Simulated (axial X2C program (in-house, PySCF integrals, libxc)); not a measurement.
**CaH⁺: from the state search to constants**

Aim: find the lowest determinant of CaH⁺, scan the bond at several levels and fit the constants, once spin-free and once with spin–orbit coupling.

The runs use an in-house X2C program for linear molecules on PySCF integrals; all-electron X2C, Ca dyall-cv3z, H dyall-v3z.

All values are calculated.

## (1) The job

task.json

```json
{"zs": [20, 1], "q": 1, "bas": ["dyall-cv3z", "dyall-v3z"], "levels": ["PBE0", "HF", "BHandHLYP"], "cc": true, "r0": 2.03, "thr": -2.0, "nmax": 90, "npts": 10, "nst": 2, "ntry": 6}
```

Keys: zs atomic numbers; q charge; bas basis sets; levels methods (HF also brings MP2); cc coupled cluster on or off; r0 starting distance in Å; thr threshold in hartree for freezing inner shells (an s shell follows its p shell); nmax most natural virtual spinors; npts points asked for on the curve; nst determinants followed; ntry starts of the search.

Started as:

```
$ python so2c.py task.json out
```

Spin-free means the one-electron spin-free X2C Hamiltonian; two-component (2c) means X2C with spin–orbit coupling and atomic mean-field two-electron Coulomb and Gaunt terms. Basis: Ca dyall-cv3z contracted to [11s12p6d4f], H dyall-v3z contracted to [6s2p1d]; Gaussian nuclei, density fitting. Masses: Ca 39.963 u, H 1.008 u.

Notation: σ, π±, δ± give the projection m of an orbital's angular momentum (0, ±1, ±2), α and β its spin, Λ and M_S the sums; ω is the projection of a spinor's total angular momentum and Ω the sum. Logs are in hartree.

The results follow Hamiltonian by Hamiltonian and level by level.

## (2) Which state to follow

PBE0 moves the distance from 2.030 Å to 1.876 Å and compares determinants there.

Spin-free determinants:

```csv
ΔE (eV),state,open shells
0.00,"M_S = 0, Λ = 0",closed shell
3.03,"M_S = 1, Λ = 0",beyond closed shells: 2 × σα
3.95,"M_S = 1, Λ = 1","beyond closed shells: σα, π+α"
4.19,"M_S = 0, Λ = 1","beyond closed shells: σα, π+β"
4.45,"M_S = 1, Λ = 2","beyond closed shells: σα, δ+α"
4.47,"M_S = 0, Λ = 2","beyond closed shells: σα, δ+β"
```

Two-component determinants:

| ΔE (eV) | state | open shells |
| --- | --- | --- |
| 0.00 | Ω = 0 | closed shell |
| 3.03 | Ω = 1 | excess of +ω over −ω: 2 × ω = 1/2 |
| 3.95 | Ω = 2 | excess of +ω over −ω: ω = 1/2, ω = 3/2 |
| 4.19 | Ω = 1 | excess of +ω over −ω: ω = -1/2, ω = 3/2 |
| 4.45 | Ω = 3 | excess of +ω over −ω: ω = 1/2, ω = 5/2 |
| 4.47 | Ω = 2 | excess of +ω over −ω: ω = -1/2, ω = 5/2 |

## (3) PBE0, spin-free

State followed: M_S = 0, Λ = 0 (closed shell). The scan is laid around 1.876 Å, a first estimate of the minimum, and this SCF restarts from the orbitals of the search.

Output at 1.876 Å:

```text
spin-free X2C-1e  PBE0
basis functions 122  fitting functions 437  grid points 5068
iter        total energy     max residual
   1       -680.649704681     6.75e-05
   2       -680.649704699     6.55e-05
   3       -680.649704767     4.18e-06
   4       -680.649704768     1.49e-07
converged
one-electron -938.32518129  Coulomb 288.42295487  exact exchange -8.93028518  xc functional -27.45874126  nuclear repulsion 5.64154809
```

Along the bond, energies from the lowest point:

```
R (Å)  E (eV)  μ (D)  HOMO (eV)  LUMO (eV)  iterations
1.632  0.3283  -4.15     -12.17      -6.92           9
1.707  0.1451  -4.35     -12.07      -6.98           8
1.763  0.0610  -4.49     -11.98      -7.03           8
1.820  0.0145  -4.61     -11.89      -7.08           8
1.876  0.0000  -4.72     -11.80      -7.13           4
1.942  0.0166  -4.84     -11.70      -7.18           8
2.007  0.0629  -4.95     -11.59      -7.24           8
2.092  0.1566  -5.07     -11.46      -7.31           8
2.195  0.3103  -5.18     -11.30      -7.39           8
2.345  0.5836  -5.30     -11.09      -7.50           9
```

Dipoles are positive if H is the positive end and refer to the centre of mass.

Outer orbitals at the reference distance:

```csv
symmetry,occupied,ε (eV),atomic character
σα,yes,-11.80,"56% H s, 20% Ca s, 16% Ca d"
σα,no,-7.13,"61% Ca s, 20% Ca p, 15% Ca d"
δ+α,no,-5.83,100% Ca d
δ-α,no,-5.83,100% Ca d
π+α,no,-5.78,"93% Ca d, 5% Ca p"
```

PBE0 fields in the half plane through the axis: z from -2.4 to 4.2 Å across, distance from the axis 0.15 to 2.25 Å upwards; Ca lies at z = 0 and H at z = 1.876 Å; the ELF is damped to zero where the density is low.

log10 density (e/bohr³). Ten even steps from '0' (-5.45 ) to '9' (1.38 ):
```
00111112222222222211000
01112222223333332221100
11222333333334333322110
12233344444444444332211
22334455555555544433221
22344566766555555443221
23345677776666665543321
23345678987666765543321
```

ELF. Ten even steps from ' ' (0.00 ) to '@' (1.00 ):
```
                          ..                  
                      ..==****++::            
                        **@@@@@@%%++..        
                ..      **@@@@@@@@@@**..      
            ::++**--    ++@@@@@@@@@@@@==      
    ......--**%%%%%%--..**@@@@@@@@@@@@%%..    
  ..::..--**%%%%**%%##::**@@@@@@@@@@@@@@--    
  ::::::==%%%%..%%..%%--##@@@@@@@@@@@@@@==    
```

Re = 1.877 Å, ωe = 1527 cm⁻¹, ωexe = 17.5 cm⁻¹, Be = 4.869 cm⁻¹, De = 2.28 eV, μ = -4.73 D.

## (4) HF, spin-free

Output at 1.876 Å:

```text
spin-free X2C-1e  HF
basis functions 122  fitting functions 437  grid points 5068
iter        total energy     max residual
   1       -679.981819039     1.17e-01
   2       -679.992127296     5.42e-03
   3       -679.992791386     2.21e-03
   4       -679.992906474     1.00e-03
   5       -679.992936038     2.97e-04
   6       -679.992941238     5.76e-05
   7       -679.992941629     1.54e-05
   8       -679.992941654     3.90e-06
   9       -679.992941655     6.55e-07
converged
one-electron -937.79052388  Coulomb 287.89583115  exact exchange -35.73979701  xc functional 0.00000000  nuclear repulsion 5.64154809
```

Re = 1.929 Å, ωe = 1525 cm⁻¹, ωexe = 15.1 cm⁻¹, Be = 4.609 cm⁻¹, De = 1.24 eV, μ = -5.88 D.

## (5) BHandHLYP, spin-free

Output at 1.876 Å:

```text
spin-free X2C-1e  BHandHLYP
basis functions 122  fitting functions 437  grid points 5068
iter        total energy     max residual
   1       -680.833231843     3.60e-02
   2       -680.834283189     1.50e-03
   3       -680.834352926     8.27e-04
   4       -680.834366750     2.50e-04
   5       -680.834369372     8.77e-05
   6       -680.834370078     2.12e-05
   7       -680.834370105     4.28e-06
   8       -680.834370106     4.02e-07
converged
one-electron -938.18222313  Coulomb 288.28113672  exact exchange -17.86368249  xc functional -18.71114930  nuclear repulsion 5.64154809
```

Re = 1.886 Å, ωe = 1542 cm⁻¹, ωexe = 17 cm⁻¹, Be = 4.821 cm⁻¹, De = 2.21 eV, μ = -5.05 D.

## (6) Correlated methods, spin-free

Correlated methods: 10 electrons correlated (frozen shells, counted by type: Ca 2 s, 1 p; H none), 184 virtual spinors in MP2, 90 natural virtuals in coupled cluster.

Output of the correlated part at 1.876 Å:

```text
correlated 10  virtual 184  natural virtual 90  E(MP2) -0.276458285  MP2 remainder -0.004449954
iter   CCSD correlation   residual
   1     -0.292673547   8.16e-02
   2     -0.298791071   2.93e-02
   3     -0.299208042   8.94e-03
   4     -0.299108987   3.73e-03
   5     -0.299127339   9.36e-04
   6     -0.299131338   2.08e-04
   7     -0.299132782   5.44e-05
   8     -0.299132895   1.95e-05
   9     -0.299132786   7.59e-06
  10     -0.299132825   2.16e-06
  11     -0.299132835   4.77e-07
(T) -0.007759836  T1 0.0151  D1 0.0337  max T2 0.076
```

T1 in the output is the amplitude norm over the root of the electron number; divide by √2 for the Lee–Taylor value.

MP2: Re = 1.887 Å, ωe = 1549 cm⁻¹, Be = 4.814 cm⁻¹, De = 1.93 eV.

CCSD: Re = 1.905 Å, ωe = 1502 cm⁻¹, ωexe = 19.7 cm⁻¹, Be = 4.724 cm⁻¹, De = 2.14 eV. T1 at Re = 0.011 (Lee–Taylor, the printed value over √2).

CCSD(T): Re = 1.904 Å, ωe = 1497 cm⁻¹, ωexe = 20.3 cm⁻¹, Be = 4.728 cm⁻¹, De = 2.15 eV. T1 at Re = 0.011 (Lee–Taylor, the printed value over √2).

## (7) The spin-free curves together

Energy (eV) of the followed determinant, spin-free, from each level's lowest point:

```csv
R (Å),PBE0,HF,MP2,CCSD,CCSD(T),BHandHLYP
1.632,0.328,0.501,0.370,n/a,n/a,0.362
1.707,0.145,0.258,0.170,0.195,0.192,0.165
1.763,0.061,0.135,0.075,0.092,0.091,0.073
1.820,0.015,0.055,0.021,0.029,0.029,0.020
1.876,0.000,0.012,0.000,0.000,0.000,0.000
1.942,0.017,0.000,0.011,0.002,0.002,0.012
2.007,0.063,0.023,0.055,0.034,0.035,0.056
2.092,0.157,0.095,0.147,0.113,0.113,0.148
2.195,0.310,0.231,0.302,n/a,n/a,0.302
2.345,0.584,0.494,0.582,n/a,n/a,0.580
```

## (8) PBE0, 2c

State followed: Ω = 0 (closed shell). The scan is laid around 1.876 Å, a first estimate of the minimum, and this SCF restarts from the orbitals of the search.

Output at 1.876 Å:

```text
two-component X2C + atomic mean field  PBE0
basis functions 122  fitting functions 437  grid points 5068
iter        total energy     max residual
   1       -680.515106346     3.44e-05
   2       -680.515106351     3.19e-05
   3       -680.515106368     1.40e-06
   4       -680.515106368     2.94e-07
converged
one-electron -937.97726633  Coulomb 288.33630546  exact exchange -8.92780717  xc functional -27.45106972  nuclear repulsion 5.64154809  atomic mean-field constant -0.13681670
```

Along the bond, energies from the lowest point:

```csv
R (Å),E (eV),μ (D),HOMO (eV),LUMO (eV),iterations
1.632,0.3279,-4.15,-12.17,-6.92,9
1.707,0.1449,-4.35,-12.07,-6.98,8
1.763,0.0609,-4.48,-11.98,-7.03,8
1.820,0.0145,-4.61,-11.89,-7.08,8
1.876,0.0000,-4.72,-11.80,-7.13,4
1.942,0.0167,-4.84,-11.70,-7.18,8
2.007,0.0630,-4.95,-11.59,-7.24,8
2.092,0.1568,-5.07,-11.46,-7.31,8
2.195,0.3106,-5.18,-11.30,-7.39,8
2.345,0.5839,-5.30,-11.09,-7.50,9
```

Dipoles are positive if H is the positive end and refer to the centre of mass.

Outer spinors at the reference distance:

```
  ω  occupied  ε (eV)              atomic character  λ mixture
1/2       yes  -11.80   56% H s, 20% Ca s, 16% Ca d     100% σ
1/2        no   -7.13  61% Ca s, 20% Ca p, 15% Ca d     100% σ
3/2        no   -5.84                     100% Ca d     100% δ
5/2        no   -5.83                     100% Ca d     100% δ
1/2        no   -5.79             93% Ca d, 5% Ca p     100% π
```

PBE0 fields in the half plane through the axis: z from -2.4 to 4.2 Å across, distance from the axis 0.15 to 2.25 Å upwards; Ca lies at z = 0 and H at z = 1.876 Å; the ELF is damped to zero where the density is low.

log10 density (e/bohr³). Ten even steps from '0' (-5.45 ) to '9' (1.38 ):
```
00111112222222222211000
01112222223333332221100
11222333333334333322110
12233344444444444332211
22334455555555544433221
22344566766555555443221
23345677776666665543321
23345678987666765543321
```

ELF. Ten even steps from '0' (0.00 ) to '9' (1.00 ):
```
00000000000001000000000
00000000000146652000000
00000000000069998510000
00000000100069999961000
00000025630059999994000
00111368883169999998100
01213688687269999999300
02224881818379999999400
```

Re = 1.877 Å, ωe = 1527 cm⁻¹, ωexe = 17.5 cm⁻¹, Be = 4.87 cm⁻¹, De = 2.28 eV, μ = -4.72 D.

## (9) HF, 2c

Output at 1.876 Å:

```text
two-component X2C + atomic mean field  HF
basis functions 122  fitting functions 437  grid points 5068
iter        total energy     max residual
   1       -679.847458144     1.17e-01
   2       -679.857770660     5.43e-03
   3       -679.858436014     2.22e-03
   4       -679.858551460     1.00e-03
   5       -679.858581170     2.98e-04
   6       -679.858586405     5.78e-05
   7       -679.858586799     1.54e-05
   8       -679.858586824     3.91e-06
   9       -679.858586825     6.55e-07
converged
one-electron -937.44192024  Coulomb 287.80846575  exact exchange -35.72986373  xc functional 0.00000000  nuclear repulsion 5.64154809  atomic mean-field constant -0.13681670
```

Re = 1.929 Å, ωe = 1525 cm⁻¹, ωexe = 15.1 cm⁻¹, Be = 4.61 cm⁻¹, De = 1.24 eV, μ = -5.87 D.

## (10) BHandHLYP, 2c

The SCF at the reference distance of 1.876 Å:

```text
two-component X2C + atomic mean field  BHandHLYP
basis functions 122  fitting functions 437  grid points 5068
iter        total energy     max residual
   1       -680.698617171     3.60e-02
   2       -680.699669460     1.50e-03
   3       -680.699739395     8.29e-04
   4       -680.699753281     2.50e-04
   5       -680.699755915     8.79e-05
   6       -680.699756624     2.13e-05
   7       -680.699756651     4.29e-06
   8       -680.699756652     4.02e-07
converged
one-electron -937.83396252  Coulomb 288.19412478  exact exchange -17.85872038  xc functional -18.70592992  nuclear repulsion 5.64154809  atomic mean-field constant -0.13681670
```

Re = 1.886 Å, ωe = 1542 cm⁻¹, ωexe = 17 cm⁻¹, Be = 4.822 cm⁻¹, De = 2.21 eV, μ = -5.04 D.

## (11) MP2 and beyond, 2c

Correlated methods: 10 electrons correlated (frozen shells, counted by type: Ca 2 s, 1 p; H none), 184 virtual spinors in MP2, 90 natural virtuals in coupled cluster.

Output of the correlated part at 1.876 Å:

```text
correlated 10  virtual 184  natural virtual 90  E(MP2) -0.276565109  MP2 remainder -0.004447626
iter   CCSD correlation   residual
   1     -0.292781079   8.16e-02
   2     -0.298901216   2.93e-02
   3     -0.299319143   8.95e-03
   4     -0.299220085   3.73e-03
   5     -0.299238438   9.37e-04
   6     -0.299242440   2.08e-04
   7     -0.299243886   5.48e-05
   8     -0.299243999   1.97e-05
   9     -0.299243889   7.66e-06
  10     -0.299243929   2.17e-06
  11     -0.299243939   4.78e-07
(T) -0.007771017  T1 0.0152  D1 0.0337  max T2 0.076
```

MP2: Re = 1.887 Å, ωe = 1549 cm⁻¹, Be = 4.814 cm⁻¹, De = 1.93 eV.

CCSD: Re = 1.905 Å, ωe = 1502 cm⁻¹, ωexe = 19.7 cm⁻¹, Be = 4.724 cm⁻¹, De = 2.14 eV. T1 at Re = 0.011 (Lee–Taylor, the printed value over √2).

CCSD(T): Re = 1.904 Å, ωe = 1497 cm⁻¹, ωexe = 20.3 cm⁻¹, Be = 4.729 cm⁻¹, De = 2.15 eV. T1 at Re = 0.011 (Lee–Taylor, the printed value over √2).

## (12) The 2c curves together

Energy (eV) of the followed determinant, 2c, from each level's lowest point:

```
R (Å)   PBE0     HF    MP2   CCSD  CCSD(T)  BHandHLYP
1.632  0.328  0.501  0.370    n/a      n/a      0.362
1.707  0.145  0.258  0.170  0.195    0.192      0.165
1.763  0.061  0.135  0.075  0.092    0.091      0.073
1.820  0.014  0.055  0.021  0.029    0.028      0.020
1.876  0.000  0.012  0.000  0.000    0.000      0.000
1.942  0.017  0.000  0.012  0.002    0.002      0.012
2.007  0.063  0.023  0.055  0.035    0.035      0.056
2.092  0.157  0.095  0.147  0.113    0.113      0.148
2.195  0.311  0.231  0.302    n/a      n/a      0.302
2.345  0.584  0.494  0.582    n/a      n/a      0.580
```

The whole job took 67 s on 1 thread of Arm Neoverse V1, shared host; peak memory 0.58 GiB.

## (13) Constants

Lowest determinant that the search found at its distance, spin-free: M_S = 0, Λ = 0 (closed shell).

Lowest determinant that the search found at its distance, 2c: Ω = 0 (closed shell).

```csv
Hamiltonian,level,Re (Å),ωe (cm⁻¹),De (eV),μ (D)
spin-free,PBE0,1.877,1527,2.28,-4.73
spin-free,HF,1.929,1525,1.24,-5.88
spin-free,MP2,1.887,1549,1.93,n/a
spin-free,CCSD,1.905,1502,2.14,n/a
spin-free,CCSD(T),1.904,1497,2.15,n/a
spin-free,BHandHLYP,1.886,1542,2.21,-5.05
2c,PBE0,1.877,1527,2.28,-4.72
2c,HF,1.929,1525,1.24,-5.87
2c,MP2,1.887,1549,1.93,n/a
2c,CCSD,1.905,1502,2.14,n/a
2c,CCSD(T),1.904,1497,2.15,n/a
2c,BHandHLYP,1.886,1542,2.21,-5.04
```

Dipoles are positive if H is the positive end and refer to the centre of mass.

Time per point (s) on 1 thread of Arm Neoverse V1, shared host (2c runs; CCSD comes with the CCSD(T) run); the times are rough: PBE0 0.15, HF 0.072, MP2 0.16, CCSD(T) 3, BHandHLYP 0.17.

What this shows: At CCSD(T), going from spin-free to two-component changes Re by 0 mÅ, ωe by 0.0 %; the spin-free picture holds up (part of it comes from the scalar share of the two-electron terms). De moves by 0.00 eV; both De rest on single-determinant atoms, which can miss part of an open shell's spin–orbit lowering.

De refers to Ca+ + H, each in the lowest determinant found, which need not be this curve's own limit. Each curve is one determinant whose occupation by symmetry is held fixed; it was picked as the lowest of a PBE0 search that is not exhaustive. Closed shells are restricted here (equal orbitals for both partners), which fails at long range if the bond breaks into open shells. De is counted from the lowest determinant-based energies of the atoms at the same level, without counterpoise correction. CCSD and (T) use frozen natural virtuals with an MP2 correction for the truncation.
